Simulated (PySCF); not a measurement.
# BeI: bond curves at several levels of theory

An exercise on one series of results from a longer session: the logs are not shown, and one member is left open.

Program: PySCF 2.14.0. Level of theory: Be aug-cc-pVDZ, I aug-cc-pVDZ-PP with ECP28, scalar-relativistic core potentials. These are calculated values, not measurements.

The first run:

Settings of the job:

```
atoms                         : Be, I
charge                        : 0
basis                         : Be aug-cc-pVDZ, I aug-cc-pVDZ-PP with ECP28
Hamiltonian                   : scalar-relativistic core potentials
basis functions               : 55
electrons treated             : 29
masses in u                   : 9.0122, 126.9045
levels                        : PBE0, PBE, r²SCAN, TPSSh, r²SCAN0, MN15, HF, MP2, SCS-MP2
grid                          : 80 radial by 434 angular points
occupations                   : held fixed by the projection of orbital angular momentum
dissociation limit            : Be + I, each in its ground configuration
starting distance in angstrom : 2.270
values of 2S to try           : 1, 3
```

Launch:

```
$ OMP_NUM_THREADS=1 python dia.py task.json out
```

Among the steps run: The job; PBE0 along the bond; Excited determinants; PBE; r²SCAN (meta-GGA); TPSSh (hybrid meta-GGA); r²SCAN0; MN15 (hybrid meta-GGA); UHF (mean field).

One table of the session follows, with a row left open; its other results are not shown here.

It belongs to the step «The curves together». Energy (eV) from each level's lowest point:

```
R (Å)    UHF  UHF-MP2  UHF-SCS-MP2    PBE  r²SCAN
1.887  0.948    0.892        0.908  0.844   0.848
1.975  0.444    0.406        0.417  0.384   0.383
2.062  0.155    0.133        0.140  0.126   0.124
2.128  0.043    0.032        0.036  0.031   0.030
2.194  0.000    0.000        0.000  0.000   0.000
2.260      ?        ?            ?      ?       ?
2.348  0.088    0.109        0.101  0.099   0.105
2.457  0.255    0.289        0.274  0.263   0.275
2.589  0.518    0.566        0.544  0.514   0.534
2.764  0.916    0.985        0.952  0.886   0.920
```

Estimate the missing values for R (Å) = 2.260.

Worked estimate for «UHF». A straight line through the neighbours (2.194, 0.000) and (2.348, 0.088) gives 0.000 + (0.088 − 0.000) × (2.260 − 2.194) / (2.348 − 2.194) = 0.038; a parabola fitted to 4 rows on both sides gives 0.015.

As computed: UHF: 0.011; UHF-MP2: 0.020; UHF-SCS-MP2: 0.017; PBE: 0.018; r²SCAN: 0.020. In «UHF» the line misses by +0.027 and the parabola by +0.004.
